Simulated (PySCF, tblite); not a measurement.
**C6H10O2S: geometry, infrared bands and NMR shifts**

What infrared bands and NMR shifts should C6H10O2S (`O=C[C@H]1CC[S@@](=O)CC1`) show?

Computed with tblite 0.8.0 and PySCF 2.14.0, with density-fitted response routines of our own, on a single molecule in the gas phase. Atoms are numbered from 0 throughout.

**1. The molecule as given**

19 atoms, charge 0, multiplicity 1; geometry from: force field or distance geometry start.

Bonds of the start (Å): O0–C1 1.22, C1–C2 1.48, C2–C3 1.49, C3–C4 1.51, C4–S5 1.80, S5–O6 1.52, S5–C7 1.82, C7–C8 1.51, C8–C2 1.51, C1–H9 1.09, C2–H10 1.13, C3–H11 1.12, C3–H12 1.13, C4–H13 1.12, C4–H14 1.12, C7–H15 1.10, C7–H16 1.10, C8–H17 1.10, C8–H18 1.12.

**2. Optimising the geometry with GFN2-xTB**

The job: settings as JSON, then the geometry in Å.

```
{"job": {"kind": "relax", "xc": "GFN2-xTB", "basis": "xTB"}, "charge": 0, "multiplicity": 1}
O      1.661400     1.845000     1.533900
C      1.897600     1.164200     0.544300
C      0.751200     0.547300    -0.162200
C      0.917500    -0.929700    -0.135300
C     -0.201600    -1.706200    -0.777800
S     -1.816100    -1.133700    -0.236000
O     -1.934100    -1.500800     1.230500
C     -1.748500     0.682100    -0.281400
C     -0.504600     1.050300     0.500900
H      2.930500     1.002900     0.232200
H      0.789800     0.902100    -1.236700
H      1.858000    -1.175000    -0.694500
H      0.980800    -1.306300     0.929600
H     -0.104800    -2.774100    -0.461200
H     -0.111400    -1.680300    -1.895500
H     -2.653800     1.103700     0.181500
H     -1.678000     1.026600    -1.325100
H     -0.574700     0.720900     1.550900
H     -0.469100     2.170000     0.494500
```

Launch:

```
$ OMP_NUM_THREADS=1 python probes_run.py task.json out
```

The driver reads the jobs from task.json and runs them one after another.

**Question.** This job is followed by: GFN2-xTB harmonic vibrations, gas phase; GIAO PBE0/pcSseg-1 NMR shielding, non-relativistic, gas phase. What will the session give for the following? strongest single infrared mode (GFN2-xTB); zero-point energy (GFN2-xTB); 13C shifts against TMS (PBE0/pcSseg-1, means over atoms taken as alike); 1H shifts against TMS (PBE0/pcSseg-1, means over atoms taken as alike); 17O shifts against H2O (PBE0/pcSseg-1); 33S shifts against CS2 (PBE0/pcSseg-1).

**Answer**, as computed:

| quantity | value |
| --- | --- |
| strongest single infrared mode (GFN2-xTB) | 1797 cm⁻¹, 296 km/mol |
| zero-point energy (GFN2-xTB) | 95.1 kcal/mol |
| 13C shifts against TMS (PBE0/pcSseg-1, means over atoms taken as alike) | 207.6, 54.3, 53.8, 17.7 ppm |
| 1H shifts against TMS (PBE0/pcSseg-1, means over atoms taken as alike) | 9.94, 2.84, 2.51, 2.12, 1.91, 1.64 ppm |
| 17O shifts against H2O (PBE0/pcSseg-1) | 687.6, 33.9 ppm |
| 33S shifts against CS2 (PBE0/pcSseg-1) | 274 ppm |

What this shows: Relaxing lowered the energy by 0.732 eV in 85 steps; the close pair that moved most is C4–S5, from 1.797 to 1.859 Å. No mode is imaginary among the 51: a minimum at this level. The strongest single mode, at 1797 cm⁻¹, moves mainly C1 and O0. Unscaled tight-binding wavenumbers are off by several per cent, some by more. Its intensities can rank the bands wrongly. The most deshielded carbon is C1 (aldehyde carbonyl carbon), at 207.6 ppm: the double bond to the heteroatom, with no lone-pair donor beside it, deshields it most. The most deshielded hydrogen is H9 (hydrogen on an aldehyde carbonyl carbon), at 9.94 ppm: the formyl region, downfield of aromatic protons. At PBE0/pcSseg-1: The widest tensor belongs to O0: span 1366 ppm, with a paramagnetic part of -750 ppm.
